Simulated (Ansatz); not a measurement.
**LaP: energy and pressure over a range of volumes**

How stiff is LaP, and at what volume does the pressure vanish? The cell is scaled evenly, atoms carried along, and solved with LAPW, PAW and all-electron datasets made for the crystal.

Computed with Ansatz 0.2.0 (DFT LDA, scalar-relativistic, unless a step's input says otherwise).

### 1 The structure to begin with

Symmetry: Fm-3m, No. 225, cubic system. Conventional cell: a = 6.025 Å, b = 6.025 Å, c = 6.025 Å, α = 90.00°, β = 90.00°, γ = 90.00°. La (site symmetry m-3m) has 6 P at 3.01 Å as nearest neighbours. Around P (site symmetry m-3m) lie 6 La at 3.01 Å.

Structure file:

```xyz
2
Lattice="0.0000 3.0125 3.0125 3.0125 0.0000 3.0125 3.0125 3.0125 0.0000" Properties=species:S:1:pos:R:3 pbc="T T T"
La    0.0000    0.0000    0.0000
P     3.0125    3.0125    3.0125
```

Atoms are numbered in the order of the input: La1, P2.

### 2 Volume × 0.96, LAPW

Input file input.yaml:

```yaml
crystal:
  lattice:
    - [0.0, 2.9717855496, 2.9717855496]
    - [2.9717855496, 0.0, 2.9717855496]
    - [2.9717855496, 2.9717855496, 0.0]
  atoms:
    - { symbol: La, position: [0.0, 0.0, 0.0] }
    - { symbol: P, position: [0.5, 0.5, 0.5] }
kpoints:
  mp_grid: { grid: [10, 10, 10] }
  band_path:
    path:
      - [0.0, 0.0, 0.0]
      - [0.5, 0.0, 0.5]
      - [0.625, 0.25, 0.625]
      - [0.375, 0.375, 0.75]
      - [0.0, 0.0, 0.0]
      - [0.5, 0.5, 0.5]
      - [0.5, 0.25, 0.75]
      - [0.5, 0.0, 0.5]
    npoints: 5
scf:
  occupations: { method: fermi_dirac, width: 0.03 }
hamiltonian:
  xc: lda
  pseudopotentials: { kind: all_electron, lapw: { basis_error: 0.001 } }
output:
  forces: true
  stress: true
  eigenvalues: true
```

On the command line:

```
ansatz run input.yaml --threads 1 --pin off --max-ram 3072MiB --backend cpu --events-out ev --progress --plain --runs-dir out
```

### 3 Volume × 0.96, PAW

Input file input.yaml:

```yaml
crystal:
  lattice:
    - [0.0, 2.9717855496, 2.9717855496]
    - [2.9717855496, 0.0, 2.9717855496]
    - [2.9717855496, 2.9717855496, 0.0]
  atoms:
    - { symbol: La, position: [0.0, 0.0, 0.0] }
    - { symbol: P, position: [0.5, 0.5, 0.5] }
kpoints:
  mp_grid: { grid: [10, 10, 10] }
scf:
  occupations: { method: fermi_dirac, width: 0.03 }
hamiltonian:
  xc: lda
  pseudopotentials: { kind: paw }
output:
  forces: true
  stress: true
  eigenvalues: true
  efg: { contact_densities: true }
  write_density: true
  write_potential: true
  elf: true
  volumetric_format: npy
```

### 4 Volume × 0.96, crystal datasets

Edit input.yaml of step 3 so:

```diff
@@ -14,3 +14,3 @@
   xc: lda
-  pseudopotentials: { kind: paw }
+  pseudopotentials: { kind: all_electron, datasets: crystal }
 output:
@@ -20,5 +20 @@
   efg: { contact_densities: true }
-  write_density: true
-  write_potential: true
-  elf: true
-  volumetric_format: npy
```

### 5 Volume × 0.99, LAPW

Input file input.yaml:

```yaml
crystal:
  lattice:
    - [0.0, 3.0024246739, 3.0024246739]
    - [3.0024246739, 0.0, 3.0024246739]
    - [3.0024246739, 3.0024246739, 0.0]
  atoms:
    - { symbol: La, position: [0.0, 0.0, 0.0] }
    - { symbol: P, position: [0.5, 0.5, 0.5] }
kpoints:
  mp_grid: { grid: [10, 10, 10] }
  band_path:
    path:
      - [0.0, 0.0, 0.0]
      - [0.5, 0.0, 0.5]
      - [0.625, 0.25, 0.625]
      - [0.375, 0.375, 0.75]
      - [0.0, 0.0, 0.0]
      - [0.5, 0.5, 0.5]
      - [0.5, 0.25, 0.75]
      - [0.5, 0.0, 0.5]
    npoints: 5
scf:
  occupations: { method: fermi_dirac, width: 0.03 }
hamiltonian:
  xc: lda
  pseudopotentials: { kind: all_electron, lapw: { basis_error: 0.001 } }
output:
  forces: true
  stress: true
  eigenvalues: true
```

### 6 Volume × 0.99, PAW

Input file input.yaml:

```yaml
crystal:
  lattice:
    - [0.0, 3.0024246739, 3.0024246739]
    - [3.0024246739, 0.0, 3.0024246739]
    - [3.0024246739, 3.0024246739, 0.0]
  atoms:
    - { symbol: La, position: [0.0, 0.0, 0.0] }
    - { symbol: P, position: [0.5, 0.5, 0.5] }
kpoints:
  mp_grid: { grid: [10, 10, 10] }
scf:
  occupations: { method: fermi_dirac, width: 0.03 }
hamiltonian:
  xc: lda
  pseudopotentials: { kind: paw }
output:
  forces: true
  stress: true
  eigenvalues: true
  efg: { contact_densities: true }
```

### 7 Volume × 0.99, crystal datasets

Edit input.yaml of step 6 so:

```diff
@@ -14,3 +14,3 @@
   xc: lda
-  pseudopotentials: { kind: paw }
+  pseudopotentials: { kind: all_electron, datasets: crystal }
 output:
```

### 8 Volume × 1.02, LAPW

Input file input.yaml:

```yaml
crystal:
  lattice:
    - [0.0, 3.0324509126, 3.0324509126]
    - [3.0324509126, 0.0, 3.0324509126]
    - [3.0324509126, 3.0324509126, 0.0]
  atoms:
    - { symbol: La, position: [0.0, 0.0, 0.0] }
    - { symbol: P, position: [0.5, 0.5, 0.5] }
kpoints:
  mp_grid: { grid: [10, 10, 10] }
  band_path:
    path:
      - [0.0, 0.0, 0.0]
      - [0.5, 0.0, 0.5]
      - [0.625, 0.25, 0.625]
      - [0.375, 0.375, 0.75]
      - [0.0, 0.0, 0.0]
      - [0.5, 0.5, 0.5]
      - [0.5, 0.25, 0.75]
      - [0.5, 0.0, 0.5]
    npoints: 5
scf:
  occupations: { method: fermi_dirac, width: 0.03 }
hamiltonian:
  xc: lda
  pseudopotentials: { kind: all_electron, lapw: { basis_error: 0.001 } }
output:
  forces: true
  stress: true
  eigenvalues: true
```

### 9 Volume × 1.02, PAW

Input file input.yaml:

```yaml
crystal:
  lattice:
    - [0.0, 3.0324509126, 3.0324509126]
    - [3.0324509126, 0.0, 3.0324509126]
    - [3.0324509126, 3.0324509126, 0.0]
  atoms:
    - { symbol: La, position: [0.0, 0.0, 0.0] }
    - { symbol: P, position: [0.5, 0.5, 0.5] }
kpoints:
  mp_grid: { grid: [10, 10, 10] }
scf:
  occupations: { method: fermi_dirac, width: 0.03 }
hamiltonian:
  xc: lda
  pseudopotentials: { kind: paw }
output:
  forces: true
  stress: true
  eigenvalues: true
  efg: { contact_densities: true }
```

### 10 Volume × 1.02, crystal datasets

Edit input.yaml of step 9 so:

```diff
@@ -14,3 +14,3 @@
   xc: lda
-  pseudopotentials: { kind: paw }
+  pseudopotentials: { kind: all_electron, datasets: crystal }
 output:
```

### 11 Volume × 1.06, LAPW

Input file input.yaml:

```yaml
crystal:
  lattice:
    - [0.0, 3.0715836276, 3.0715836276]
    - [3.0715836276, 0.0, 3.0715836276]
    - [3.0715836276, 3.0715836276, 0.0]
  atoms:
    - { symbol: La, position: [0.0, 0.0, 0.0] }
    - { symbol: P, position: [0.5, 0.5, 0.5] }
kpoints:
  mp_grid: { grid: [10, 10, 10] }
  band_path:
    path:
      - [0.0, 0.0, 0.0]
      - [0.5, 0.0, 0.5]
      - [0.625, 0.25, 0.625]
      - [0.375, 0.375, 0.75]
      - [0.0, 0.0, 0.0]
      - [0.5, 0.5, 0.5]
      - [0.5, 0.25, 0.75]
      - [0.5, 0.0, 0.5]
    npoints: 5
scf:
  occupations: { method: fermi_dirac, width: 0.03 }
hamiltonian:
  xc: lda
  pseudopotentials: { kind: all_electron, lapw: { basis_error: 0.001 } }
output:
  forces: true
  stress: true
  eigenvalues: true
```

### 12 Volume × 1.06, PAW

Input file input.yaml:

```yaml
crystal:
  lattice:
    - [0.0, 3.0715836276, 3.0715836276]
    - [3.0715836276, 0.0, 3.0715836276]
    - [3.0715836276, 3.0715836276, 0.0]
  atoms:
    - { symbol: La, position: [0.0, 0.0, 0.0] }
    - { symbol: P, position: [0.5, 0.5, 0.5] }
kpoints:
  mp_grid: { grid: [10, 10, 10] }
scf:
  occupations: { method: fermi_dirac, width: 0.03 }
hamiltonian:
  xc: lda
  pseudopotentials: { kind: paw }
output:
  forces: true
  stress: true
  eigenvalues: true
  efg: { contact_densities: true }
```

### 13 Volume × 1.06, crystal datasets

Edit input.yaml of step 12 so:

```diff
@@ -14,3 +14,3 @@
   xc: lda
-  pseudopotentials: { kind: paw }
+  pseudopotentials: { kind: all_electron, datasets: crystal }
 output:
```

(Steps that only read results are left out.)

**Question.** What will these runs give?

The runs gave:

| quantity | value |
| --- | --- |
| pressure at 26.25 Å³/atom (LAPW) | -0.17 GPa |
| pressure at 28.98 Å³/atom (LAPW) | -6.73 GPa |

What this shows: Over this range the mean stiffness −dP/dlnV is 66 GPa by LAPW; the pressure keeps one sign, so equilibrium lies outside the range. No thermal or zero-point expansion is included. Spin-orbit coupling is left out, though the cell holds La; in elements this heavy it can shift bands and gaps by tenths of an eV.
